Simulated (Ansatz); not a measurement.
# AlFH4O2: the cost of one run

Method: RKS PBE/cc-pVDZ, in Ansatz 0.2.0.

## 1. The system as given

Bond lengths: Al1–O3 1.780 Å, O3–H4 1.010 Å, Al1–O5 1.780 Å, O5–H6 1.010 Å, Al1–F7 1.990 Å. Angles: Al1–O3–H4 109.5°, O3–Al1–O5 120.0°, O3–Al1–F7 96.8°, O5–Al1–F7 101.3°, Al1–O5–H6 109.5°.

As a file:

```xyz
8

Al    0.0000    0.0000    0.0000
H     0.0000    0.0000    1.9100
O     1.5415    0.0000   -0.8900
H     1.8414   -0.9519   -1.0449
O    -1.5415    0.0000   -0.8900
H    -2.0512   -0.8467   -0.6815
F     0.0892    1.8864    0.6275
H     0.0478    1.0118    1.7645
```

## 2. Pulling towards end A

Springs on the bonds that form and break draw the guess towards this end; the thresholds are loose.

Input file input.yaml:

```yaml
crystal:
  periodic: [false, false, false]
  atoms:
    - { symbol: Al, position_ang: [0.0, 0.0, 0.0] }
    - { symbol: H, position_ang: [0.0, 0.0, 1.91] }
    - { symbol: O, position_ang: [1.5415, 0.0, -0.89] }
    - { symbol: H, position_ang: [1.8414, -0.9519, -1.0449] }
    - { symbol: O, position_ang: [-1.5415, 0.0, -0.89] }
    - { symbol: H, position_ang: [-2.0512, -0.8467, -0.6815] }
    - { symbol: F, position_ang: [0.0892, 1.8864, 0.6275] }
    - { symbol: H, position_ang: [0.0478, 1.0118, 1.7645] }
basis:
  gaussian: { orbitals: cc-pVDZ }
hamiltonian:
  xc: pbe
relax:
  f_tol: 0.15
  max_steps: 25
  restrain:
    - { distance: [0, 6], at: 2.89, k: 30.0 }
    - { distance: [7, 1], at: 1.86, k: 30.0 }
    - { distance: [0, 1], at: 1.56, k: 30.0 }
    - { distance: [7, 6], at: 0.92, k: 30.0 }
output:
  orbitals: {}
```

Command:

```
$ ansatz run input.yaml --threads 1 --pin off --max-ram 2048MiB --backend cpu --events-out ev --progress --plain --runs-dir out
```

What time and memory should one allow on 1 thread of Arm Neoverse V1, shared host?

About 32 s, with a peak of 0.14 GiB.
